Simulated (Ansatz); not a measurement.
**Ga₂HCl (triplet): wave-function methods side by side at a displaced geometry (v1), cc-pVDZ**

The task here is to estimate one member of a computed series from the others.

Method: cc-pVDZ, core rule «outside noble gas», up to 33 orbitals frozen; program: Ansatz 0.2.0, Gaussian basis.

The runs, in order: UHF; CCSD(T) on ROHF; CCSD(T) on UHF; BCCD(T) on ROHF; CISD; CCSDT(Q) on ROHF; CCSDT(Q) on UHF.

26 further runs of the same task are left out: 8 that didn't finish, 18 set aside as unsound or not needed.

**What is computed**

The geometry is a PBE0/def2-TZVP stationary point (not a proven minimum) with its atoms shifted at random (size 0.040 Å). No spin-orbit coupling is included. The filled d shell of Ga may be among the frozen orbitals whatever the setting's name suggests; the logs give the count.

4 atoms, charge 0, spin multiplicity 3.

Atoms are counted from 1 here; the program's logs count them from 0.

Bond lengths: Cl1–Ga2 2.158 Å, Ga2–Ga3 2.498 Å, Ga2–H4 1.559 Å. Angles: Cl1–Ga2–Ga3 113.6°, Cl1–Ga2–H4 121.8°, Ga3–Ga2–H4 124.7°.

Set-up of the first run:

File in.yaml:

```yaml
crystal:
  periodic: [false, false, false]
  atoms:
    - {symbol: Cl, position_ang: [-0.018032, -0.851114, 2.143910]}
    - {symbol: Ga, position_ang: [-0.018865, 0.664751, 0.607594]}
    - {symbol: Ga, position_ang: [0.029099, -0.263544, -1.711524]}
    - {symbol: H, position_ang: [-0.073678, 2.183909, 0.953708]}
basis:
  gaussian: {orbitals: cc-pVDZ}
magnetization: {spin_polarized: true, initial_magnetization: 2}
hamiltonian: {xc: hf}
output: {orbitals: {seedname: orbitals}}
```

The run is started by

```bash
> ansatz run in.yaml --threads 1 --pin off --events-out ev --progress --plain --max-ram 2393MiB
```

Among the steps run: UHF; CCSD(T) on ROHF; CCSD(T) on UHF; BCCD(T) on ROHF; CISD; CCSDT(Q) on ROHF; CCSDT(Q) on UHF.

One of the session's tables, all rows but one given; the rest of the session is left out.

| method | from UCCSDT(Q) (kJ/mol) |
| --- | --- |
| ROHF | +705.2 |
| UHF | +693.8 |
| RMP2 | +114.2 |
| UMP2 | +113.6 |
| RCCSD | +23.7 |
| UCCSD | +22.2 |
| RCCSD(T) | +5.8 |
| UCCSD(T) | +4.8 |
| BCCD(T) | +5.6 |
| RCCSDT | +2.5 |
| UCCSDT | ? |
| RCCSDT(Q) | +1.1 |
| UCCSDT(Q) | 0 |

Q: Estimate the row for UCCSDT from the others.

**Answer.** from UCCSDT(Q) (kJ/mol): +1.5. In the column «from UCCSDT(Q) (kJ/mol)» it lies between RCCSDT(Q) (+1.1) and RCCSDT (+2.5).

Not comparable, so not listed: CISD (they don't share determinant, frozen orbitals or solution with the rows shown, or repeat one).

Caveats from the session: Restricted and unrestricted rows rest on different reference determinants; where their highest levels disagree by more than a few hundredths of an eV, they describe different states and don't form one ladder.
